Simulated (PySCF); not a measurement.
# CeFS (Ce(S)(F)+): the cost of one run

The runs use PySCF 2.14.0; PBE0, Ce def2-SVP with ECP28, S def2-SVP, F def2-SVP; scalar-relativistic core potentials, no spin–orbit coupling.

1 further run of the same task is left out (for a known fault of the program).

### 1 The starting structure

3 atoms, charge 1, spin multiplicity 1.

Bond lengths: Ce1–S2 2.330 Å, Ce1–F3 2.053 Å. Angles: S2–Ce1–F3 131.8°.

As a file:

```xyz
3

Ce    0.00000    0.00000    0.00000
S     2.12690    0.00000    0.95190
F    -1.87410    0.00000    0.83870
```

Formal oxidation states: Ce +4.

### 2 SCF at the start, singlet

Contents of run.py (the lines that set the calculation):

```python
mol = gto.M(atom='''
Ce     0.00000     0.00000     0.00000
S      2.12690     0.00000     0.95190
F     -1.87410     0.00000     0.83870''',
    basis={'Ce': 'def2-SVP', 'S': 'def2-SVP', 'F': 'def2-SVP'},
    ecp={'Ce': 'def2-SVP'},
    charge=1, spin=0)
mf = dft.RKS(mol, xc='PBE0')
mf.grids.atom_grid = (50, 194)  # f atoms: unpruned, at least (60, 302)
mf = mf.density_fit()  # fitting sets: Ce def2-universal-JKFIT, S def2-universal-JKFIT, F def2-universal-JKFIT
mf.conv_tol = 1e-08; mf.max_cycle = 55
mf.kernel(dm0)  # dm0: free metal ions and neutral atoms
```

On the command line:

```
> OMP_NUM_THREADS=2 python run.py
```

What time and memory should one allow on 2 threads of Intel Xeon at 2.50GHz (Skylake/Cascade Lake), shared host?

About 36 s, with a peak of 0.43 GiB.
